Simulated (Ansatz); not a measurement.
HfIn4SiO6:

```
CELL_PARAMETERS angstrom
2.41414 -8.12134 -0.00008
2.41414 8.12134 -0.00008
-0.99593 0.00000 4.72934
ATOMIC_POSITIONS crystal
Hf 0.00000 0.00000 0.00000
In 0.66331 0.33669 0.00000
In 0.16209 0.83791 0.50000
In 0.33669 0.66331 0.00000
In 0.83791 0.16209 0.50000
Si 0.50000 0.50000 0.50000
O 0.73030 0.73030 0.27048
O 0.26970 0.26970 0.72952
O 0.19567 0.35702 0.27610
O 0.64298 0.80433 0.72390
O 0.80433 0.64298 0.72390
O 0.35702 0.19567 0.27610
```

The cell was built by a generator and needn't be a form met in nature.

Base run:

| Quantity | Value |
| --- | --- |
| Program | Ansatz 0.2.0 |
| Functional | PBE |
| Potentials or basis | Ansatz PAW |
| Cutoff | 420 eV (not typed: the program's choice for these potentials) |
| k mesh | 6 × 6 × 6 |
| Occupations | fermi-dirac, width 0.05 eV |
| Spin | no spin polarisation |
| Hubbard terms | Hf d U = 8 eV |

Its results: band gap on the k mesh none (metal or under the smearing width); pressure 2.1 GPa; largest force 0.820 eV/Å.

Question: The run is repeated on the same cell with these changes: hubbard terms from Hf d U = 8 eV to Hf d U = 6 eV. What comes out?

Answer: Band gap on the k mesh none (metal or under the smearing width); pressure 1.5 GPa; largest force 0.576 eV/Å.

Caveats: U without spin polarisation on a metal has little footing; the density of states is complete only up to the lowest level of the last band computed.
